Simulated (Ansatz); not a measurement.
# CH₄F₃GaO: how energies converge with the basis set

The task here is to estimate one member of a computed series from the others.

Method: one geometry, several basis sets; program: Ansatz 0.2.0, Gaussian basis.

Plan: PBE0-D4/def2-SVP; ωB97M-V/def2-SVP; PBE0-D4/def2-QZVPP; ωB97M-V/def2-QZVPP; the functionals' def2-TZVPP values are taken from earlier runs.

## The relaxed structure

All runs share one geometry, relaxed beforehand with PBE0-D4 in a triple-zeta def2 set.

SMILES `C[OH+][Ga-]([F])([F])[F]`, 10 atoms, charge 0, spin multiplicity 1.

Atoms are counted from 1 here; the program's logs count them from 0.

Bond lengths: C1–O2 1.440 Å, C1–H7 1.089 Å, C1–H8 1.090 Å, C1–H9 1.087 Å, O2–Ga3 2.015 Å, O2–H10 0.965 Å, Ga3–F4 1.755 Å, Ga3–F5 1.742 Å, Ga3–F6 1.752 Å. Angles: O2–C1–H7 108.9°, O2–C1–H8 110.6°, O2–C1–H9 106.5°, H7–C1–H8 111.4°, H7–C1–H9 109.7°, H8–C1–H9 109.6°, C1–O2–Ga3 120.8°, C1–O2–H10 111.2°, Ga3–O2–H10 107.0°, O2–Ga3–F4 92.5°, O2–Ga3–F5 104.9°, O2–Ga3–F6 98.8°, F4–Ga3–F5 119.1°, F4–Ga3–F6 117.5°, F5–Ga3–F6 116.6°.

The first run:

The input, in.yaml:

```yaml
crystal:
  periodic: [false, false, false]
  atoms:
    - {symbol: C, position_ang: [0.555823, -0.886245, 0.994623]}
    - {symbol: O, position_ang: [0.568045, -0.345795, -0.340147]}
    - {symbol: Ga, position_ang: [-0.654204, 1.173326, -0.850038]}
    - {symbol: F, position_ang: [-1.003544, 0.467791, -2.418949]}
    - {symbol: F, position_ang: [0.342950, 2.598944, -0.764802]}
    - {symbol: F, position_ang: [-1.858534, 0.981285, 0.408427]}
    - {symbol: H, position_ang: [1.321825, -1.657059, 1.070662]}
    - {symbol: H, position_ang: [-0.430210, -1.280051, 1.239198]}
    - {symbol: H, position_ang: [0.795964, -0.062936, 1.662536]}
    - {symbol: H, position_ang: [0.444887, -1.040361, -0.998508]}
basis:
  gaussian: {orbitals: def2-SVP}
hamiltonian: {xc: pbe0, dispersion: d4}
output: {orbitals: {seedname: orbitals}}
```

On the command line:

```console
$ ansatz run in.yaml --threads 4 --pin off --events-out ev --progress --plain --max-ram 11315MiB
```

Among the steps run: PBE0-D4 in def2-SVP; ωB97M-V in def2-SVP; PBE0-D4 in def2-QZVPP; ωB97M-V in def2-QZVPP.

One table of the session follows, with a row left open; its other results are not shown here.

It belongs to the step «Functionals by basis». 

| functional | basis | HOMO (eV) |
| --- | --- | --- |
| PBE0-D4 | def2-SVP | -10.24 |
| PBE0-D4 | def2-TZVPP | -10.51 |
| PBE0-D4 | def2-QZVPP | -10.55 |
| ωB97M-V | def2-SVP | ? |
| ωB97M-V | def2-TZVPP | -12.97 |
| ωB97M-V | def2-QZVPP | -13.01 |

**Question.** Estimate the row for ωB97M-V, def2-SVP.

**Answer.** HOMO (eV): -12.75. In the column «HOMO (eV)» it lies between ωB97M-V, def2-TZVPP (-12.97) and PBE0-D4, def2-QZVPP (-10.55).
